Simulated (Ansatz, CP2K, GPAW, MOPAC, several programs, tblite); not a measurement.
Many methods on one cell: KMgI₃ (cubic perovskite)

KMgI₃ built on the cubic perovskite prototype, relaxed with r2SCAN in Ansatz, was computed with several methods. The symmetry is Pm-3m (No. 221, cubic); a = 5.814 Å in the conventional setting, 39.30 Å³ an atom. K has 12 I at 4.11 Å; Mg has 6 I at 2.91 Å; I has 2 Mg at 2.91 Å and 4 K at 4.11 Å. (Calculated; spin-unpolarised; the phase may be known or hypothetical.)

```cif
data_structure
_symmetry_space_group_name_H-M 'P 1'
_symmetry_Int_Tables_number 1
_cell_length_a 5.8139
_cell_length_b 5.8139
_cell_length_c 5.8139
_cell_angle_alpha 90.000
_cell_angle_beta 90.000
_cell_angle_gamma 90.000
_cell_volume 196.51
loop_
_atom_site_label
_atom_site_type_symbol
_atom_site_fract_x
_atom_site_fract_y
_atom_site_fract_z
_atom_site_occupancy
K1 K 0.00000 0.00000 0.00000 1
Mg1 Mg 0.50000 0.50000 0.50000 1
I1 I 0.50000 0.50000 0.00000 1
I2 I 0.50000 0.00000 0.50000 1
I3 I 0.00000 0.50000 0.50000 1
```

Gaps and times are for a single point on this cell; volume and bulk modulus come from each method's own relaxation or energy curve at fixed shape. Times are rough, from shared hosts (Arm Neoverse V1), and each method has its own mesh and cell size. A dagger marks a closed or tiny gap in a crystal that DFT finds insulating: a failure of the method or a wrong SCF state. PM6 (MOPAC), PM7 (MOPAC), GFN1-xTB (tblite), GFN2-xTB (tblite) treat a cluster of cells at its zone centre, which samples few k points: where these miss a band edge, the gap comes out too large for that reason alone. Gaps from k meshes are read at a limited set of points (mesh, symmetry points, PBE's band edges), so each method's own least gap may be somewhat smaller. xTB and the PM methods were fitted mostly to molecules, and can miss a solid's gap by electronvolts. Minimal bases can be far off for gaps. PBE/DZVP lies far from plane-wave PBE here, an effect of basis or sampling. GLLB-SC's gap includes the derivative discontinuity. d marks a direct gap, i an indirect one (no mark: not told apart), a dash a value that wasn't computed or didn't pass its checks.

| method | kind | gap (eV) | own volume (Å³/atom) | bulk modulus (GPa) | atoms computed | processor time |
| --- | --- | --- | --- | --- | --- | --- |
| GFN1-xTB (tblite) | tight binding | 0.04† | 38.30 | 27 | 40 | 1.9 s |
| light PBE (260 eV, its own mesh) | light plane-wave | 1.20 i | – | – | 5 | 1.9 s |
| PM7 (MOPAC) | semi-empirical | 10.01 | – | – | 40 | 2.5 s |
| GFN2-xTB (tblite) | tight binding | 1.45 | – | – | 40 | 2.9 s |
| PM6 (MOPAC) | semi-empirical | 2.89 | – | – | 40 | 3.4 s |
| PBE | semilocal | 1.23 i | 40.09 | 19 | 5 | 6.7 s |
| PBE/SZV (CP2K) | small basis | overlap 0.15† | – | – | 5 | 14 s |
| r2SCAN | semilocal | 1.87 i | 39.30 | 21 | 5 | 16 s |
| PBE/DZVP (CP2K) | small basis | 0.81 i | – | – | 5 | 20 s |
| GLLB-SC (GPAW) | model potential | 3.31 | – | – | 5 | 40 s |

Against r2SCAN (1.87 eV) and with closed or daggered gaps left aside, the nearest gap at the points sampled is that of GFN2-xTB (tblite) (-0.42 eV) and the farthest that of PM7 (MOPAC) (+8.14 eV). r2SCAN is only a yardstick of convenience: semilocal gaps usually lie below measured ones, which GLLB-SC and hybrids aim to mend.

Volumes against r2SCAN's: GFN1-xTB (tblite) -2.5 %, PBE +2.0 %.

No spin-orbit coupling is included; it can move band edges with weight on the heavy atoms by tenths of an eV.
